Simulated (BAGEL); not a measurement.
**CH6AlFSi (SMILES C[SiH2][AlH][F]): a chain of runs**

Aim: the energy (HF/def2-SVP), then the energy (NEVPT2(2,2)/def2-SVP), then the energy (CASPT2(2,2)/def2-SVP) of CH6AlFSi. 

The results are computed with BAGEL 1.2.2.

1 further run of the same task is left out (set aside as unsound or not needed).

## (1) Starting point

The species is CH6AlFSi (10 atoms), meant as a singlet with charge 0. SMILES: `C[SiH2][AlH][F]`. The C1–H7 distance was set to 1.748 Å, away from the relaxed value. At this shape a bond of the SMILES string is far longer than usual.

Bond lengths: C1–Si2 1.882 Å, Si2–Al3 2.453 Å, Al3–F4 1.655 Å, C1–H5 1.092 Å, C1–H6 1.092 Å, Si2–H8 1.493 Å, Si2–H9 1.493 Å, Al3–H10 1.586 Å. Some angles: C1–Si2–Al3 113.1°, Si2–Al3–F4 117.3°, C1–Si2–H8 109.7°, C1–Si2–H9 109.6°, Al3–Si2–H8 109.0°, Al3–Si2–H9 108.9°, Si2–C1–H5 110.6°, Si2–C1–H6 111.0°, Si2–Al3–H10 127.4°, F4–Al3–H10 115.3°. A long bond or contact: C1–H7 1.748 Å.

## (2) A single-point energy at HF/def2-SVP (density fitting with svp-jkfit) (run 1)

calc.json

```json
{ "bagel" : [

{
  "title" : "molecule",
  "basis" : "svp",
  "df_basis" : "svp-jkfit",
  "angstrom" : true,
  "geometry" : [
    { "atom" : "C", "xyz" : [   -0.445014,    1.504700,   -0.582341 ] },
    { "atom" : "Si", "xyz" : [   -1.141614,    0.168300,    0.545459 ] },
    { "atom" : "Al", "xyz" : [   -0.333814,   -2.079300,   -0.014141 ] },
    { "atom" : "F", "xyz" : [   -0.925614,   -3.341800,    0.877459 ] },
    { "atom" : "H", "xyz" : [   -0.825314,    2.487500,   -0.295441 ] },
    { "atom" : "H", "xyz" : [   -0.724214,    1.323400,   -1.622541 ] },
    { "atom" : "H", "xyz" : [    1.299800,    1.551100,   -0.495300 ] },
    { "atom" : "H", "xyz" : [   -2.633014,    0.180600,    0.476959 ] },
    { "atom" : "H", "xyz" : [   -0.783514,    0.473000,    1.962859 ] },
    { "atom" : "H", "xyz" : [    0.706786,   -2.475300,   -1.143641 ] }
  ]
},
{
  "title" : "hf"
},
{
  "title" : "print",
  "file" : "orbitals.molden",
  "orbitals" : true
}

]}
```

Launch:

```
BAGEL_NUM_THREADS=1 BAGEL calc.json > calc.out
```

The program printed:

```text
* using 1 threads per process

  ===============================================================
  ===============================================================

  *** Geometry ***

  { "atom" : "C", "xyz" : [     -0.840955,      2.843471,     -1.100465 ] },
  { "atom" : "Si", "xyz" : [     -2.157338,      0.318041,      1.030768 ] },
  { "atom" : "Al", "xyz" : [     -0.630817,     -3.929308,     -0.026723 ] },
  { "atom" : "F", "xyz" : [     -1.749157,     -6.315087,      1.658157 ] },
  { "atom" : "H", "xyz" : [     -1.559617,      4.700694,     -0.558303 ] },
  { "atom" : "H", "xyz" : [     -1.368566,      2.500864,     -3.066158 ] },
  { "atom" : "H", "xyz" : [      2.456266,      2.931154,     -0.935981 ] },
  { "atom" : "H", "xyz" : [     -4.975675,      0.341285,      0.901322 ] },
  { "atom" : "H", "xyz" : [     -1.480627,      0.893840,      3.709266 ] },
  { "atom" : "H", "xyz" : [      1.335632,     -4.677639,     -2.161168 ] },

  Number of auxiliary basis functions:      516

  Since a DF basis is specified, we compute 2- and 3-index integrals:
    o Being stored without compression. Storage requirement is 0.036 GB

  Number of basis functions:       94
  Number of electrons      :       48

    * METHOD: MOLECULE                             0.20

  *** RHF ***

  === Nuclear Repulsion ===
   190.0270273278

      * DIIS with orbital gradients will be used.

  === RHF iteration (svp) ===
      0       -671.12163300          0.01651235           0.08
      1       -671.26653870          0.01061036           0.06
      2       -671.33866645          0.00143051           0.06
      3       -671.34104361          0.00040010           0.07
      4       -671.34118613          0.00011403           0.07
      5       -671.34120566          0.00002925           0.07
      6       -671.34120732          0.00000831           0.07
      7       -671.34120746          0.00000200           0.07
      8       -671.34120747          0.00000063           0.08
      9       -671.34120747          0.00000027           0.07
     10       -671.34120747          0.00000009           0.07
     11       -671.34120747          0.00000004           0.07
     12       -671.34120747          0.00000001           0.07
     13       -671.34120747          0.00000000           0.07
    * SCF iteration converged.

    * Permanent dipole moment:
           (    0.055278,    -0.624871,     0.424758) a.u.

    * METHOD: HF                                   1.15

    * METHOD: PRINT                                0.01

  ===============================================================
```

It took 1.7 s on 1 thread of Intel Xeon 6975P-C (Granite Rapids), shared host; peak memory 0.14 GiB.

## (3) A single-point energy at NEVPT2(2,2)/def2-SVP (density fitting with svp-jkfit) (run 2)

job.json

```json
{ "bagel" : [

{
  "title" : "molecule",
  "basis" : "svp",
  "df_basis" : "svp-jkfit",
  "angstrom" : true,
  "geometry" : [
    { "atom" : "C", "xyz" : [      -0.445014,       1.504700,      -0.582341 ] },
    { "atom" : "Si", "xyz" : [      -1.141614,       0.168300,       0.545459 ] },
    { "atom" : "Al", "xyz" : [      -0.333814,      -2.079300,      -0.014141 ] },
    { "atom" : "F", "xyz" : [      -0.925614,      -3.341800,       0.877459 ] },
    { "atom" : "H", "xyz" : [      -0.825314,       2.487500,      -0.295441 ] },
    { "atom" : "H", "xyz" : [      -0.724214,       1.323400,      -1.622541 ] },
    { "atom" : "H", "xyz" : [       1.299800,       1.551100,      -0.495300 ] },
    { "atom" : "H", "xyz" : [      -2.633014,       0.180600,       0.476959 ] },
    { "atom" : "H", "xyz" : [      -0.783514,       0.473000,       1.962859 ] },
    { "atom" : "H", "xyz" : [       0.706786,      -2.475300,      -1.143641 ] }
  ]
},

{
  "title" : "hf"
},

{
  "title" : "nevpt2",
  "nstate" : 1,
  "nact" : 2,
  "nclosed" : 23,
  "nspin" : 0,
  "active" : [23, 26],
  "maxiter" : 200,
  "natocc" : true,
  "ncore" : 12
},

{
  "title" : "print",
  "file" : "orbitals.molden",
  "orbitals" : true
}

]}
```

Launch:

```
BAGEL_NUM_THREADS=1 BAGEL job.json > job.out
```

The program printed:

```text
* using 1 threads per process

  ===============================================================
  ===============================================================

  *** Geometry ***

  { "atom" : "C", "xyz" : [     -0.840955,      2.843471,     -1.100465 ] },
  { "atom" : "Si", "xyz" : [     -2.157338,      0.318041,      1.030768 ] },
  { "atom" : "Al", "xyz" : [     -0.630817,     -3.929308,     -0.026723 ] },
  { "atom" : "F", "xyz" : [     -1.749157,     -6.315087,      1.658157 ] },
  { "atom" : "H", "xyz" : [     -1.559617,      4.700694,     -0.558303 ] },
  { "atom" : "H", "xyz" : [     -1.368566,      2.500864,     -3.066158 ] },
  { "atom" : "H", "xyz" : [      2.456266,      2.931154,     -0.935981 ] },
  { "atom" : "H", "xyz" : [     -4.975675,      0.341285,      0.901322 ] },
  { "atom" : "H", "xyz" : [     -1.480627,      0.893840,      3.709266 ] },
  { "atom" : "H", "xyz" : [      1.335632,     -4.677639,     -2.161168 ] },

  Number of auxiliary basis functions:      516

  Since a DF basis is specified, we compute 2- and 3-index integrals:
    o Being stored without compression. Storage requirement is 0.036 GB

  Number of basis functions:       94
  Number of electrons      :       48

    * METHOD: MOLECULE                             0.20

  *** RHF ***

  === Nuclear Repulsion ===
   190.0270273278

      * DIIS with orbital gradients will be used.

  === RHF iteration (svp) ===
      0       -671.12163300          0.01651235           0.08
      1       -671.26653870          0.01061036           0.07
      2       -671.33866645          0.00143051           0.07
      3       -671.34104361          0.00040010           0.07
      4       -671.34118613          0.00011403           0.07
      5       -671.34120566          0.00002925           0.07
      6       -671.34120732          0.00000831           0.07
      7       -671.34120746          0.00000200           0.07
      8       -671.34120747          0.00000063           0.08
      9       -671.34120747          0.00000027           0.07
     10       -671.34120747          0.00000009           0.07
     11       -671.34120747          0.00000004           0.07
     12       -671.34120747          0.00000001           0.07
     13       -671.34120747          0.00000000           0.07
    * SCF iteration converged.

    * Permanent dipole moment:
           (    0.055278,    -0.624871,     0.424758) a.u.

    * METHOD: HF                                   1.14

    * freezing 12 orbitals
  ---------------------------
      CASSCF calculation
  ---------------------------

    ==== Active orbitals : =====
         Orbital 23
         Orbital 26
    ============================

    * nstate   :      1
    * nclosed  :     23
    * nact     :      2
    * nvirt    :     69
  === CASSCF iteration (svp) ===

    * Using the second-order algorithm

      0  0      -671.34649549     8.11e-04      0.02

      1  0      -671.37489092     1.83e-03      0.35

      2  0      -671.37940680     4.48e-04      0.44

      3  0      -671.37956042     1.00e-04      0.44

      4  0      -671.37956525     2.40e-05      0.42

      5  0      -671.37956546     6.08e-06      0.45

      6  0      -671.37956547     1.57e-06      0.42

      7  0      -671.37956547     4.05e-07      0.42

      8  0      -671.37956547     1.05e-07      0.39

      9  0      -671.37956547     2.70e-08      0.43

     10  0      -671.37956547     6.94e-09      0.31

    * Second-order optimization converged. *

     guess   0:   closed 1.                   open ..

  === FCI iteration ===

      0  0      -671.33930401     8.18e-02      0.00
      1  0      -671.37953811     1.85e-03      0.00
      2  0 *    -671.37956547     5.59e-17      0.00

     * ci vector, state   0, <S^2> = 0.0000
       2.     0.9710204456
       .2    -0.2389964316

  === DF-NEVPT2 calculation ===

    * 3-index integral transformation done
    * assembly done

      NEVPT2 correlation energy:   -0.4709347760      0.15

          (+0)     -0.4213804306
          (+0)'    -0.0141669143
          (+1)     -0.0060035909
          (+1)'    -0.0000000000
          (+2)     -0.0003613177
          (-1)     -0.0246026920
          (-1)'     0.0000000000
          (-2)     -0.0044198305

      NEVPT2 total energy:       -671.8505002502

    * METHOD: NEVPT2                               4.54

    * METHOD: PRINT                                0.01

  ===============================================================
```

It took 6.3 s on 1 thread of Intel Xeon 6975P-C (Granite Rapids), shared host; peak memory 0.14 GiB.

## (4) A single-point energy at CASPT2(2,2)/def2-SVP (density fitting with svp-jkfit) (run 3)

input.json

```json
{ "bagel": [

{
  "title": "molecule",
  "basis": "svp",
  "df_basis": "svp-jkfit",
  "angstrom": "true",
  "geometry": [
    { "atom": "C", "xyz": [   -0.445014,    1.504700,   -0.582341 ] },
    { "atom": "Si", "xyz": [   -1.141614,    0.168300,    0.545459 ] },
    { "atom": "Al", "xyz": [   -0.333814,   -2.079300,   -0.014141 ] },
    { "atom": "F", "xyz": [   -0.925614,   -3.341800,    0.877459 ] },
    { "atom": "H", "xyz": [   -0.825314,    2.487500,   -0.295441 ] },
    { "atom": "H", "xyz": [   -0.724214,    1.323400,   -1.622541 ] },
    { "atom": "H", "xyz": [    1.299800,    1.551100,   -0.495300 ] },
    { "atom": "H", "xyz": [   -2.633014,    0.180600,    0.476959 ] },
    { "atom": "H", "xyz": [   -0.783514,    0.473000,    1.962859 ] },
    { "atom": "H", "xyz": [    0.706786,   -2.475300,   -1.143641 ] }
  ]
},
{ "title": "hf" },
{ "title": "casscf", "nstate": 1, "nact": 2, "nclosed": 23, "nspin": 0, "active": [23, 26], "maxiter": 200, "natocc": "true" },
{ "title": "print", "file": "orbitals.molden", "orbitals": "true" },
{ "title": "smith", "method": "caspt2", "ms": "true", "xms": "true", "sssr": "true", "shift": 0.2, "shift_imag": "true", "ncore": 12 }

]}
```

Launch:

```
BAGEL_NUM_THREADS=1 BAGEL input.json > input.out
```

The program printed:

```text
* using 1 threads per process

  ===============================================================
  ===============================================================

  *** Geometry ***

  { "atom" : "C", "xyz" : [     -0.840955,      2.843471,     -1.100465 ] },
  { "atom" : "Si", "xyz" : [     -2.157338,      0.318041,      1.030768 ] },
  { "atom" : "Al", "xyz" : [     -0.630817,     -3.929308,     -0.026723 ] },
  { "atom" : "F", "xyz" : [     -1.749157,     -6.315087,      1.658157 ] },
  { "atom" : "H", "xyz" : [     -1.559617,      4.700694,     -0.558303 ] },
  { "atom" : "H", "xyz" : [     -1.368566,      2.500864,     -3.066158 ] },
  { "atom" : "H", "xyz" : [      2.456266,      2.931154,     -0.935981 ] },
  { "atom" : "H", "xyz" : [     -4.975675,      0.341285,      0.901322 ] },
  { "atom" : "H", "xyz" : [     -1.480627,      0.893840,      3.709266 ] },
  { "atom" : "H", "xyz" : [      1.335632,     -4.677639,     -2.161168 ] },

  Number of auxiliary basis functions:      516

  Since a DF basis is specified, we compute 2- and 3-index integrals:
    o Being stored without compression. Storage requirement is 0.036 GB

  Number of basis functions:       94
  Number of electrons      :       48

    * METHOD: MOLECULE                             0.20

  *** RHF ***

  === Nuclear Repulsion ===
   190.0270273278

      * DIIS with orbital gradients will be used.

  === RHF iteration (svp) ===
      0       -671.12163300          0.01651235           0.07
      1       -671.26653870          0.01061036           0.07
      2       -671.33866645          0.00143051           0.07
      3       -671.34104361          0.00040010           0.07
      4       -671.34118613          0.00011403           0.07
      5       -671.34120566          0.00002925           0.07
      6       -671.34120732          0.00000831           0.07
      7       -671.34120746          0.00000200           0.08
      8       -671.34120747          0.00000063           0.10
      9       -671.34120747          0.00000027           0.07
     10       -671.34120747          0.00000009           0.07
     11       -671.34120747          0.00000004           0.07
     12       -671.34120747          0.00000001           0.07
     13       -671.34120747          0.00000000           0.07
    * SCF iteration converged.

    * Permanent dipole moment:
           (    0.055278,    -0.624871,     0.424758) a.u.

    * METHOD: HF                                   1.16

  ---------------------------
      CASSCF calculation
  ---------------------------

    ==== Active orbitals : =====
         Orbital 23
         Orbital 26
    ============================

    * nstate   :      1
    * nclosed  :     23
    * nact     :      2
    * nvirt    :     69
  === CASSCF iteration (svp) ===

    * Using the second-order algorithm

      0  0      -671.34649549     8.11e-04      0.02

      1  0      -671.37489092     1.83e-03      0.35

      2  0      -671.37940680     4.48e-04      0.42

      3  0      -671.37956042     1.00e-04      0.42

      4  0      -671.37956525     2.40e-05      0.41

      5  0      -671.37956546     6.08e-06      0.42

      6  0      -671.37956547     1.57e-06      0.38

      7  0      -671.37956547     4.05e-07      0.39

      8  0      -671.37956547     1.05e-07      0.36

      9  0      -671.37956547     2.70e-08      0.37

     10  0      -671.37956547     6.94e-09      0.34

    * Second-order optimization converged. *

     guess   0:   closed 1.                   open ..

  === FCI iteration ===

      0  0      -671.33930401     8.18e-02      0.00
      1  0      -671.37953811     1.85e-03      0.00
      2  0 *    -671.37956547     5.59e-17      0.00

     * ci vector, state   0, <S^2> = 0.0000
       2.     0.9710204456
       .2    -0.2389964316

    * METHOD: CASSCF                               4.07

    * METHOD: PRINT                                0.01

  === SMITH program ===

    * freezing 12 orbitals

    * Approximate memory requirement for SMITH calulation per MPI process:
      o Storage requirement for T-amplitude, lambda, and residual is 0.02 GB
      o Storage requirement for MO integrals is 0.01 GB
    * Calculating and saving rdm4f

    * Zeroth order energy : state  0       -0.7640159836

    * CASPT2 iteration is performed using orthogonal basis

      -------------------------------------------  CASPT2 iteration  ---------------------------------------------------
       #      aibj      arbs      arbi      airj      risj      airs      arst      rist         Etot      error   time
      ------------------------------------------------------------------------------------------------------------------

       0  -0.41962  -0.00536  -0.02541  -0.00642  -0.00052  -0.01301  -0.00000  -0.00000   -0.4703405  0.0008818   0.10
       1  -0.41969  -0.00538  -0.02546  -0.00649  -0.00054  -0.01321  -0.00000  -0.00000   -0.4707709  0.0001328   0.09
       2  -0.41970  -0.00538  -0.02546  -0.00649  -0.00054  -0.01322  -0.00000  -0.00000   -0.4707819  0.0000217   0.09
       3  -0.41969  -0.00538  -0.02546  -0.00649  -0.00054  -0.01322  -0.00000  -0.00000   -0.4707821  0.0000037   0.09
       4  -0.41969  -0.00538  -0.02546  -0.00649  -0.00054  -0.01322   0.00000  -0.00000   -0.4707821  0.0000006   0.09

      ------------------------------------------------------------------------------------------------------------------

    * CASPT2 energy : state  0     -671.8529973664
        w/o shift correction       -671.8503475939
        reference weight              0.8652127019

    * METHOD: SMITH                                0.72

  ===============================================================
```

It took 6.6 s on 1 thread of Intel Xeon 6975P-C (Granite Rapids), shared host; peak memory 0.21 GiB.

## (5) Outcome

```
                                 quantity          value
         run 1, HF/def2-SVP: total energy  -671.34121 Eh
        run 1, HF/def2-SVP: dipole moment         1.93 D
          run 1, HF/def2-SVP: HOMO energy      -10.27 eV
          run 1, HF/def2-SVP: LUMO energy        1.19 eV
        run 1, HF/def2-SVP: HOMO–LUMO gap       11.47 eV
run 2, NEVPT2(2,2)/def2-SVP: total energy  -671.85050 Eh
run 3, CASPT2(2,2)/def2-SVP: total energy  -671.85300 Eh
```
